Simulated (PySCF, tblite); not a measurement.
# C7H10SSi: geometry, infrared bands and NMR shifts

Aim: predict the infrared bands and NMR shifts of C7H10SSi (`CSC1=C[C@@]2([SiH3])C=C[C@@H]12`).

Computed with tblite 0.8.0 and PySCF 2.14.0, with density-fitted response routines of our own, on a single molecule in the gas phase. Atoms count from 0, in the outputs and in this text.

### 1 Starting geometry

19 atoms, charge 0, multiplicity 1; geometry from: force field or distance geometry start.

Bonds of the start (Å): C0–S1 1.82, S1–C2 1.80, C2–C3 1.32, C3–C4 1.44, C4–Si5 1.85, C4–C6 1.44, C6–C7 1.32, C7–C8 1.45, C8–C2 1.45, C8–C4 1.49, C0–H9 1.11, C0–H10 1.12, C0–H11 1.10, C3–H12 1.10, Si5–H13 1.48, Si5–H14 1.48, Si5–H15 1.47, C6–H16 1.11, C7–H17 1.07, C8–H18 1.12.

### 2 Relaxing the molecule with GFN2-xTB

What the job is given:

```
{"job": {"kind": "relax", "xc": "GFN2-xTB", "basis": "xTB"}, "charge": 0, "multiplicity": 1}
C      3.650000    -0.250500    -0.186700
S      2.400400     0.975300     0.311900
C      0.736200     0.330900     0.113700
C      0.191400    -0.778200    -0.336700
C     -1.173600    -0.384600    -0.118900
Si    -2.257600    -0.040700    -1.572300
C     -1.763700    -0.429200     1.194800
C     -1.242800     0.700900     1.640500
C     -0.580500     0.895100     0.363400
H      3.136300    -1.235600    -0.232900
H      4.088600     0.018400    -1.182600
H      4.434400    -0.286300     0.586500
H      0.672700    -1.699300    -0.702400
H     -1.639300    -0.391000    -2.872000
H     -2.515000     1.416600    -1.622500
H     -3.548700    -0.722000    -1.440700
H     -2.425700    -1.153800     1.703300
H     -1.308800     1.232700     2.571100
H     -0.864200     1.810700    -0.209900
```

Command:

```console
$ OMP_NUM_THREADS=1 python probes_run.py task.json out
```

The driver reads the jobs from task.json and runs them one after another.

**Question.** This job is followed by: GFN2-xTB harmonic vibrations, gas phase; GIAO PBE0/pcSseg-1 NMR shielding, non-relativistic, gas phase. Predict these results of the whole session: strongest single infrared mode (GFN2-xTB); zero-point energy (GFN2-xTB); 13C shifts against TMS (PBE0/pcSseg-1); 1H shifts against TMS (PBE0/pcSseg-1, means over atoms taken as alike); 33S shifts against CS2 (PBE0/pcSseg-1); 29Si shifts against TMS (PBE0/pcSseg-1).

As calculated:

```
                                                              quantity                                             value
                             strongest single infrared mode (GFN2-xTB)                              785 cm⁻¹, 526 km/mol
                                          zero-point energy (GFN2-xTB)                                     86.5 kcal/mol
                                13C shifts against TMS (PBE0/pcSseg-1)  161.6, 157.6, 148.4, 137.1, 56.2, 48.3, 19.8 ppm
1H shifts against TMS (PBE0/pcSseg-1, means over atoms taken as alike)            6.94, 6.88, 6.18, 4.07, 3.78, 2.25 ppm
                                33S shifts against CS2 (PBE0/pcSseg-1)                                            28 ppm
                               29Si shifts against TMS (PBE0/pcSseg-1)                                         -73.7 ppm
```

**Reading.** The optimisation took 149 steps and gained 1.070 eV; among the close pairs (by a distance rule), C3–C4 changed most, from 1.437 to 1.515 Å. All 51 modes are real, so the xTB geometry is a minimum. The strongest single mode, at 785 cm⁻¹, is spread over several atoms, H15, H13, H14 among them. Unscaled tight-binding wavenumbers are off by several per cent, some by more. Its intensities can rank the bands wrongly. At PBE0/pcSseg-1: Shielding is most anisotropic at S1 (span 448 ppm, paramagnetic term -580 ppm).
